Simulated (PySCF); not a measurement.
# C₆H₁₂OSi: circular dichroism and optical rotation

Aim: compute the circular dichroism and optical rotation of C₆H₁₂OSi (`C[C@@H]1C[C@H]([SiH3])[C@H]1C=O`).

Computed with PySCF 2.14.0 and routines of our own; the level stands in each step. Atoms count from 0.

## Step 1: The starting structure

20 atoms, charge 0, multiplicity 1; geometry from: GFN2-xTB.

## Step 2: Circular dichroism and optical rotation: TDDFT BHandHLYP/def2-SVPD

What the job is given:

```
{"job": {"kind": "ecd", "xc": "BHandHLYP", "basis": "def2-SVPD", "nstates": 8}, "charge": 0, "multiplicity": 1}
C     -2.188642    -0.688224     0.047203
C     -0.983065    -0.206591    -0.737851
C      0.234480    -1.144392    -0.739353
C      1.098260    -0.028148    -0.125541
Si     1.945240    -0.391620     1.536030
C     -0.151378     0.895284    -0.046204
C      0.052987     2.155283    -0.808185
O      0.150771     3.254050    -0.333036
H     -1.893895    -0.996757     1.047967
H     -2.648335    -1.537694    -0.454248
H     -2.927935     0.105458     0.132707
H     -1.294526     0.085380    -1.744216
H      0.553828    -1.487341    -1.721882
H      0.107743    -2.012728    -0.094601
H      1.821021     0.361168    -0.846288
H      2.475877     0.854870     2.080888
H      3.009665    -1.367049     1.296202
H      0.942765    -0.963355     2.438652
H     -0.472185     1.125764     0.971117
H      0.162177     1.997320    -1.902398
```

Level: TDDFT BHandHLYP/def2-SVPD circular dichroism and optical rotation, one conformer, gas phase.

On the command line:

```sh
OMP_NUM_THREADS=1 python excited_run.py task.json out
```

One launch serves the whole session: the jobs run in the order shown.

What it wrote:

```text
coarse grid: 16672 points
cycle   1  E = -599.8484866225  dE =  1.147e+00  |g| = 7.379e-01  |ddm| = 6.688e+00
cycle   2  E = -599.7207792145  dE =  1.277e-01  |g| = 1.149e+00  |ddm| = 2.966e+00
cycle   3  E = -599.9720948905  dE = -2.513e-01  |g| = 7.432e-02  |ddm| = 1.956e+00
cycle   4  E = -599.9731154880  dE = -1.021e-03  |g| = 5.204e-02  |ddm| = 2.353e-01
cycle   5  E = -599.9738078318  dE = -6.923e-04  |g| = 7.424e-03  |ddm| = 1.276e-01
cycle   6  E = -599.9738236737  dE = -1.584e-05  |g| = 3.029e-03  |ddm| = 2.770e-02
cycle   7  E = -599.9738264904  dE = -2.817e-06  |g| = 1.001e-03  |ddm| = 1.071e-02
final grid: 154848 points
cycle   8  E = -600.0424041978  dE = -2.812e-05  |g| = 3.224e-03  |ddm| = 1.666e-01
cycle   9  E = -600.0424037221  dE =  4.757e-07  |g| = 3.785e-03  |ddm| = 1.900e-02
cycle  10  E = -600.0424068473  dE = -3.125e-06  |g| = 5.926e-04  |ddm| = 6.835e-03
cycle  11  E = -600.0424069149  dE = -6.766e-08  |g| = 2.081e-04  |ddm| = 1.219e-03
cycle  12  E = -600.0424069240  dE = -9.087e-09  |g| = 4.781e-05  |ddm| = 6.439e-04
cycle  13  E = -600.0424069247  dE = -6.398e-10  |g| = 1.556e-05  |ddm| = 1.455e-04
converged SCF energy = -600.0424069247

Singlet excitations and rotatory strengths (1e-40 esu^2 cm^2)
state   eV       nm     f(len)   f(vel)    R(len)    R(vel)   main configurations
  1   4.4370   279.4  0.00020  0.00021    -5.899    -6.159   H->L 0.81
  2   7.1543   173.3  0.08493  0.08631    25.315    24.747   H-1->L 0.88
  3   7.7753   159.5  0.02863  0.02760   -23.178   -22.756   H->L+1 0.46, H->L+2 0.16
  4   7.8918   157.1  0.02285  0.02226    21.966    21.539   H-2->L 0.50, H-3->L 0.17, H-4->L 0.08
  5   8.0352   154.3  0.00558  0.00595   -22.062   -23.418   H-1->L+1 0.49, H->L+1 0.10, H->L+3 0.09
  6   8.1967   151.3  0.02248  0.02334   -16.510   -16.926   H->L+3 0.21, H->L+2 0.20, H-1->L+1 0.19
  7   8.2453   150.4  0.02040  0.02026     6.223     6.367   H-3->L 0.25, H-2->L 0.25, H-4->L 0.17
  8   8.4150   147.3  0.00683  0.00674     8.575     8.564   H->L+5 0.17, H->L+1 0.14, H-1->L+1 0.10

Specific rotation (deg / (dm g/mL))
    nm     length   length(OI)   velocity    alpha(len)  alpha(vel)
  633.0     -70.19     -69.56     -69.21       97.391     97.518
  589.3     -84.71     -83.97     -83.73       97.727     97.857
  546.0    -104.60    -103.71    -103.69       98.147     98.281
  436.0    -214.57    -213.00    -215.23       99.891    100.041
  405.0    -286.02    -284.11    -288.39      100.687    100.844
  365.0    -465.62    -463.03    -473.43      102.075    102.244
  355.0    -543.51    -540.70    -554.00      102.509    102.683
```

Run time: 1.8 min. Hardware: 1 thread of Arm Neoverse V1, shared host; peak memory 1.1 GiB.

## Step 3: Results

| quantity | value |
| --- | --- |
| state of largest rotatory strength (velocity form) among 8 (step 2, TDDFT BHandHLYP/def2-SVPD) | 7.15 eV, R = +24.7 (velocity), +25.3 (length) ·10⁻⁴⁰ esu² cm² |
| specific rotation at 633.0 nm (step 2, TDDFT BHandHLYP/def2-SVPD) | -69.2 (velocity), -70.2 (length) |

**Reading.** Rotations belong to one conformer.
